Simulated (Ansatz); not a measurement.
# CH₃FMoO₂: how energies converge with the basis set

One table from this session's results is given with a row withheld; the runs are named, their logs left out.

Method: one geometry, several basis sets; program: Ansatz 0.2.0, Gaussian basis.

The runs, in order: PBE0-D4/def2-SVP; ωB97M-V/def2-SVP; PBE0-D4/def2-QZVPP; ωB97M-V/def2-QZVPP; the functionals' def2-TZVPP values are taken from earlier runs.

## The geometry

The geometry comes from an earlier relaxation with PBE0-D4 in a triple-zeta def2 set; it is a stationary point, not always the lowest conformer. Mo takes the def2 core potential; no spin-orbit term is included.

SMILES `[CH3][Mo](=[O])(=[O])[F]`, 8 atoms, charge 0, spin multiplicity 1.

Atoms are counted from 1 here; the program's logs count them from 0.

Bond lengths: C1–Mo2 2.092 Å, C1–H6 1.092 Å, C1–H7 1.094 Å, C1–H8 1.094 Å, Mo2–O3 1.670 Å, Mo2–O4 1.670 Å, Mo2–F5 1.845 Å. Angles: Mo2–C1–H6 110.7°, Mo2–C1–H7 108.7°, Mo2–C1–H8 108.6°, H6–C1–H7 109.3°, H6–C1–H8 109.3°, H7–C1–H8 110.2°, C1–Mo2–O3 105.5°, C1–Mo2–O4 105.5°, C1–Mo2–F5 109.9°, O3–Mo2–O4 108.3°, O3–Mo2–F5 113.5°, O4–Mo2–F5 113.5°.

Set-up of the first run:

File in.yaml:

```yaml
crystal:
  periodic: [false, false, false]
  atoms:
    - {symbol: C, position_ang: [-1.012132, -0.026722, 0.394839]}
    - {symbol: Mo, position_ang: [0.934363, 0.007941, -0.369857]}
    - {symbol: O, position_ang: [1.754768, -1.196035, 0.445625]}
    - {symbol: O, position_ang: [0.792826, -0.445584, -1.970446]}
    - {symbol: F, position_ang: [1.668832, 1.685492, -0.141400]}
    - {symbol: H, position_ang: [-1.461406, -1.012753, 0.263293]}
    - {symbol: H, position_ang: [-0.974183, 0.213565, 1.461182]}
    - {symbol: H, position_ang: [-1.610769, 0.716897, -0.139036]}
basis:
  gaussian: {orbitals: def2-SVP}
hamiltonian: {xc: pbe0, dispersion: d4}
output: {orbitals: {seedname: orbitals}}
```

Steps of the session up to this table: PBE0-D4 in def2-SVP; ωB97M-V in def2-SVP; PBE0-D4 in def2-QZVPP; ωB97M-V in def2-QZVPP.

One table of the session follows, with a row left open; its other results are not shown here.

It belongs to the step «Density functionals: the series». 

```
functional       basis  HOMO (eV)  LUMO (eV)
   PBE0-D4    def2-SVP      -9.46      -3.00
   PBE0-D4  def2-TZVPP      -9.41      -2.95
   PBE0-D4  def2-QZVPP          ?          ?
   ωB97M-V    def2-SVP     -11.73      -0.80
   ωB97M-V  def2-TZVPP     -11.69      -0.76
   ωB97M-V  def2-QZVPP     -11.70      -0.79
```

**Question.** Estimate the row for PBE0-D4, def2-QZVPP.

**Answer.** HOMO (eV): -9.42; LUMO (eV): -2.96. In the column «HOMO (eV)» it lies between PBE0-D4, def2-SVP (-9.46) and PBE0-D4, def2-TZVPP (-9.41).
